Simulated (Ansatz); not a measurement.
# SnTe: the cost of one run

Program: Ansatz 0.2.0, driven from Python. Level of theory: DFT PBEsol+D4, plane waves, PAW. These are calculated values, not measurements.

The COD entry's cell or inner coordinates are ideal or old and differ from later refinements, so a difference from it is no clean test against experiment.

### 1 The structure

Symmetry: Fm-3m, No. 225, cubic system. The conventional cell has a = 6.302 Å, b = 6.302 Å, c = 6.302 Å, α = 90.00°, β = 90.00°, γ = 90.00°. Around Sn (site symmetry m-3m) lie 6 Te at 3.15 Å. Around Te (site symmetry m-3m) lie 6 Sn at 3.15 Å.

snte.vasp, read by the script:

```text
SnTe
1.0
   0.00000000    3.15085000    3.15085000
   3.15085000    0.00000000    3.15085000
   3.15085000    3.15085000    0.00000000
Sn Te
1 1
Direct
   0.00000000    0.00000000    0.00000000
   0.50000000    0.50000000    0.50000000
```

### 2 The script

The input, run_slab.py:

```python
"""A surface of SnTe: energy and work function."""

import ansatz
from ase.build import surface
from ase.io import read
import numpy as np

atoms = read("snte.vasp", format="vasp")
# the plane is named in the basis of this cell
slab = surface(atoms, (0, 1, 0), 3, vacuum=7.0)
slab.pbc = (True, True, False)

print(slab.get_chemical_formula(), "area {:.3f} A^2, cell height {:.2f} A".format(np.linalg.norm(np.cross(slab.cell[0], slab.cell[1])), slab.cell[2, 2]))


def common(structure):
    return (
        ansatz.Crystal.from_ase(structure).calculation()
        .functional("PBEsol", dispersion="d4")
        .basis(420)
        .occupations(ansatz.OccupationsMethod.METHFESSEL_PAXTON, width=0.02)
        .scf(tolerance=1e-07)
    )


calc = common(slab).kpoints(4, 4, 1).potential().forces()
outcome = calc.run()
r = outcome.report

print(f"slab free energy {r['free_energy_ev']:.4f} eV, Fermi level {r['fermi_energy_ev']:.3f} eV")
print("vacuum reading:", {k: round(v, 3) for k, v in r.get("vacuum", {}).items() if isinstance(v, float)})

# surface energy from the bulk energy at the same settings
bulk = common(atoms).kpoints(7, 7, 7).run().report
excess = r["free_energy_ev"] - bulk["free_energy_ev"] * len(slab) / len(atoms)
area = np.linalg.norm(np.cross(slab.cell[0], slab.cell[1]))
print(f"mean surface energy {excess / (2 * area) * 16.02177:.3f} J/m^2 ({1000 * excess / (2 * area):.1f} meV/A^2)")

v = outcome.potential()
profile = (v.v_es_ev + (0 if v.v_field_ev is None else v.v_field_ev)).mean(axis=(0, 1))
height = outcome.lattice.cell_ang[2][2]
print("z (A)   planar potential less the Fermi level (eV)")
for i in range(0, len(profile), max(len(profile) // 24, 1)):
    print(f"{i * height / len(profile):6.2f} {profile[i] - r['fermi_energy_ev']:9.3f}")
```

### 3 What the engine is handed

The engine receives this input (first run):

```yaml
crystal:
  lattice:
    - [4.455974803003267, 0.0, 0.0]
    - [2.227987401501633, 3.858987378024189, 0.0]
    - [0.0, 0.0, 23.095720478380663]
  periodic: [true, true, false]
  atoms:
    - { symbol: Sn, position: [0.0, 0.0, 0.30308645303152715] }
    - { symbol: Te, position: [0.666666666666667, 0.6666666666666666, 0.3818518718189163] }
    - { symbol: Sn, position: [0.33333333333333326, 0.3333333333333333, 0.4606172906063054] }
    - { symbol: Te, position: [0.0, 0.0, 0.5393827093936945] }
    - { symbol: Sn, position: [0.6666666666666665, 0.6666666666666666, 0.6181481281810837] }
    - { symbol: Te, position: [0.3333333333333337, 0.33333333333333326, 0.6969135469684729] }
basis:
  ecutwfc: 420.0
kpoints:
  mp_grid:
    grid: [4, 4, 1]
hamiltonian:
  xc: pbesol
  dispersion: d4
scf:
  convergence:
    dr2_threshold: 1.0e-07
  occupations:
    method: methfessel_paxton
    width: 0.02
output:
  write_potential: true
  forces: true
```

### 4 Launch

On the command line:

```sh
$ python run_slab.py
```

Q: Estimate wall time and peak memory on 1 thread of Arm Neoverse V1, shared host.

About 28 s, with a peak of 0.86 GiB.
